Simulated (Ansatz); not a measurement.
# CH5FOSn (SMILES FC[O][SnH3]): wB97M-V/def2-SVP (core potential)

Aim: the energy change on altering one bond length of CH5FOSn at wB97M-V/def2-SVP (core potential), from 2 runs. 

The results are computed with Ansatz 0.2.0.

117 further runs of the same task are left out: 117 set aside as unsound or not needed. Runs told in other sessions of the task aren't counted.

**1. Starting point**

CH5FOSn has 9 atoms, charge 0, and is taken as a singlet. As SMILES, `FC[O][SnH3]`. The shape is that of a PBE0-D4/def2-TZVP optimisation. This is one conformer, not always the lowest.

Bond lengths: F1–C2 1.398 Å, C2–O3 1.354 Å, O3–Sn4 1.991 Å, C2–H5 1.100 Å, C2–H6 1.095 Å, Sn4–H7 1.705 Å, Sn4–H8 1.700 Å, Sn4–H9 1.699 Å. Some angles: F1–C2–O3 110.7°, C2–O3–Sn4 118.4°, F1–C2–H5 105.2°, F1–C2–H6 106.7°, O3–C2–H5 113.4°, O3–C2–H6 109.7°, O3–Sn4–H7 106.3°, O3–Sn4–H8 101.6°, O3–Sn4–H9 108.3°, H5–C2–H6 110.9°.

**2. The energy at wB97M-V/def2-SVP (core potential)**

Contents of in.yaml:

```yaml
basis:
  gaussian:
    orbitals: def2-SVP
crystal:
  periodic: [false, false, false]
  atoms:
    - symbol: F
      position_ang: [-0.596800, 1.754200, 0.031500]
    - symbol: C
      position_ang: [-1.291500, 0.566100, 0.277800]
    - symbol: O
      position_ang: [-0.736000, -0.463400, -0.405000]
    - symbol: Sn
      position_ang: [1.239300, -0.701500, -0.319700]
    - symbol: H
      position_ang: [-1.258800, 0.434000, 1.369300]
    - symbol: H
      position_ang: [-2.319100, 0.724600, -0.066100]
    - symbol: H
      position_ang: [1.690100, -0.390300, 1.294800]
    - symbol: H
      position_ang: [1.407800, -2.333100, -0.765300]
    - symbol: H
      position_ang: [1.953500, 0.363100, -1.434400]
total_charge: 0
hamiltonian:
  xc: {name: wB97M-V}
accuracy: high
output: {orbitals: {seedname: orbitals}}
```

On the command line:

```bash
$ ansatz run in.yaml --threads 1 --pin off --max-ram 3480MiB --events-out events.jsonl --progress --plain --runs-dir runs
```

The log of the run:

```text
Warning: RAYON_NUM_THREADS=1 ignored (pool sized by the plan → 1); use --threads N
Functional definition: wB97M-V
  name "wB97M-V"
  parameter omega = 0.3/bohr
  parameter cx = 0.15
  parameter cx01 = 1.007
  parameter cx10 = 0.259
  parameter css00 = 0.443
  parameter css04 = -1.437
  parameter css10 = -4.535
  parameter css20 = -3.390
  parameter css43 = 4.278
  parameter cos00 = 1.000
  parameter cos10 = 1.358
  parameter cos20 = 2.924
  parameter cos21 = -8.812
  parameter cos60 = -1.390
  parameter cos61 = 9.142
  parameter b = 6.0
  parameter c = 0.01
  gx(w, u) = 1 - cx + cx01*u + cx10*w
  gss(w, u) = css00 + css04*u^4 + css10*w + css20*w^2 + css43*w^4*u^3
  gos(w, u) = cos00 + cos10*w + (cos20 + cos21*u)*w^2 + (cos60 + cos61*u)*w^6
  exchange = spin_sum(e_x_unif_sr(omega)*gx(b97_w, b97_u_x)) + cx*exact_x_sr(omega) + exact_x_lr(omega)
  correlation = spin_sum(e_c_pw_mod_same_spin*gss(b97_w, b97_u_same))
      + integral(e_c_pw_mod_opposite_spin*gos(b97_w_opposite, b97_u_opposite)) + vv10(b, c)
2278 factors; integrals over basis functions are off by at most 3.5e-9 eV
388 factors; integrals over basis functions are off by at most 1.8e-9 eV
mean field evaluation 1: about -11701.8056 eV, gradient 4.1e1 eV
mean field evaluation 2: about -11701.1329 eV, gradient 4.8e1 eV
mean field evaluation 4: about -11704.9323 eV, gradient 2.2e0 eV
mean field evaluation 8: about -11705.0515 eV, gradient 6.8e-2 eV
mean field evaluation 16: about -11705.0515 eV, gradient 2.5e-5 eV
mean field -11705.05148586 eV, -430.1527081363 hartree, gradient 2.0e-8 eV, S^2 0.000000; 0 other end points of the search recorded, 0 dependent functions left out
reference -11705.05149091 eV, -430.1527083220 hartree; 25, 25 occupied and 68, 68 virtual orbitals, 2278 factors
Total energy: -11705.05149091 eV, -430.1527083220 hartree
```

Wall time 1.8 min (1 thread of Arm Neoverse V1, shared host); peak memory 0.66 GiB.

**3. The distorted shape**

Contents of input.yaml:

```yaml
crystal:
  periodic: [false, false, false]
  atoms:
    - {symbol: F, position_ang: [-1.453832, 0.476691, 1.369128]}
    - {symbol: C, position_ang: [-2.148532, -0.711409, 1.615428]}
    - {symbol: O, position_ang: [-1.593032, -1.740909, 0.932628]}
    - {symbol: Sn, position_ang: [0.382268, -1.979009, 1.017928]}
    - {symbol: H, position_ang: [-2.115832, -0.843509, 2.706928]}
    - {symbol: H, position_ang: [-3.176132, -0.552909, 1.271528]}
    - {symbol: H, position_ang: [0.833068, -1.667809, 2.632428]}
    - {symbol: H, position_ang: [0.550768, -3.610609, 0.572328]}
    - {symbol: H, position_ang: [1.953500, 0.363100, -1.434400]}
basis:
  gaussian:
    orbitals: def2-SVP
hamiltonian:
  xc: {name: wB97M-V}
accuracy: high
output: {orbitals: {seedname: orbitals}}
```

On the command line:

```bash
$ ansatz run input.yaml --threads 1 --pin off --max-ram 3480MiB --events-out events.jsonl --progress --plain --runs-dir runs
```

The log of the run, shortened:

```text
Warning: RAYON_NUM_THREADS=1 ignored (pool sized by the plan → 1); use --threads N
[... 2 set-up lines as earlier in the session ...]
[...]
  gx(w, u) = 1 - cx + cx01*u + cx10*w
  gss(w, u) = css00 + css04*u^4 + css10*w + css20*w^2 + css43*w^4*u^3
  gos(w, u) = cos00 + cos10*w + (cos20 + cos21*u)*w^2 + (cos60 + cos61*u)*w^6
[...]
      + integral(e_c_pw_mod_opposite_spin*gos(b97_w_opposite, b97_u_opposite)) + vv10(b, c)
2232 factors; integrals over basis functions are off by at most 7.2e-9 eV
400 factors; integrals over basis functions are off by at most 1.9e-9 eV
[...]
mean field -11700.38769460 eV, -429.9813169689 hartree, gradient 1.9e-8 eV, S^2 0.000000; 0 other end points of the search recorded, 0 dependent functions left out
reference -11700.38769997 eV, -429.9813171662 hartree; 25, 25 occupied and 68, 68 virtual orbitals, 2232 factors
Total energy: -11700.38769997 eV, -429.9813171662 hartree
```

Wall time 1.8 min (1 thread of Arm Neoverse V1, shared host); peak memory 0.66 GiB.

**4. Outcome**

At wB97M-V/def2-SVP (core potential):

| quantity | value |
| --- | --- |
| first shape: total energy | -430.15271 Eh |
| first shape: HOMO energy | -10.19 eV |
| first shape: LUMO energy | 1.56 eV |
| first shape: HOMO–LUMO gap | 11.75 eV |
| distorted shape: total energy | -429.98132 Eh |
| distorted shape: HOMO energy | -7.85 eV |
| distorted shape: LUMO energy | -2.66 eV |
| distorted shape: HOMO–LUMO gap | 5.18 eV |
| energy change with the Sn4–H9 bond stretched from 1.699 to 3.737 Å | 4.664 eV |

What this shows: With the Sn4–H9 bond stretched from 1.699 to 3.737 Å the energy rises by 4.66 eV (450 kJ/mol). The first shape isn't relaxed at this level, so the change isn't measured from a minimum. A restricted reference can't describe the breaking bond well at this length.
